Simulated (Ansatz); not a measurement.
# B2H6OSn: the cost of one run

All numbers below are computed with Ansatz 0.2.0 (RKS BHLYP-D4/def2-SVP).

## (1) The structure to begin with

Bond lengths: B1–Sn2 2.150 Å, Sn2–B3 2.189 Å, B3–O4 1.453 Å, B1–H5 1.233 Å, B1–H6 1.215 Å, Sn2–H7 1.735 Å, Sn2–H8 1.769 Å, B3–H9 1.200 Å, O4–H10 1.009 Å. Angles: B1–Sn2–B3 108.4°, B1–Sn2–H7 110.4°, B1–Sn2–H8 110.0°, B3–Sn2–H7 108.8°, B3–Sn2–H8 108.5°, H7–Sn2–H8 110.7°, Sn2–B1–H5 121.7°, Sn2–B1–H6 123.5°, H5–B1–H6 114.8°, Sn2–B3–O4 124.4°, Sn2–B3–H9 122.9°, O4–B3–H9 112.7°, B3–O4–H10 106.5°.

As a file:

```xyz
10

B    -1.6136    0.9535   -0.8322
Sn   -0.1824   -0.6450   -0.6952
B     1.4110   -0.0286    0.6728
O     1.2061    0.3220    2.0675
H    -1.8828    1.4922   -1.9077
H    -2.2235    1.3916    0.1229
H    -0.9333   -2.0777   -0.0686
H     0.5308   -0.9562   -2.2836
H     2.5627    0.0415    0.3423
H     1.2081   -0.5446    2.5849
```

## (2) Relaxing end A

Input file input.yaml:

```yaml
crystal:
  periodic: [false, false, false]
  atoms:
    - { symbol: B, position_ang: [-1.6136, 0.9535, -0.8322] }
    - { symbol: Sn, position_ang: [-0.1824, -0.645, -0.6952] }
    - { symbol: B, position_ang: [1.411, -0.0286, 0.6728] }
    - { symbol: O, position_ang: [1.2061, 0.322, 2.0675] }
    - { symbol: H, position_ang: [-1.8828, 1.4922, -1.9077] }
    - { symbol: H, position_ang: [-2.2235, 1.3916, 0.1229] }
    - { symbol: H, position_ang: [-0.9333, -2.0777, -0.0686] }
    - { symbol: H, position_ang: [0.5308, -0.9562, -2.2836] }
    - { symbol: H, position_ang: [2.5627, 0.0415, 0.3423] }
    - { symbol: H, position_ang: [1.2081, -0.5446, 2.5849] }
basis:
  gaussian: { orbitals: def2-SVP }
hamiltonian:
  xc: { name: BHLYP }
  dispersion: d4
relax:
  f_tol: 0.02
  max_steps: 50
output:
  orbitals: {}
```

Command:

```sh
$ ansatz run input.yaml --threads 2 --pin off --max-ram 3072MiB --backend cpu --events-out ev --progress --plain --runs-dir out
```

What time and memory should one allow on 2 threads of Intel Xeon Platinum 8175M at 2.50GHz (Skylake/Cascade Lake), shared host?

About 76 s, with a peak of 0.23 GiB.
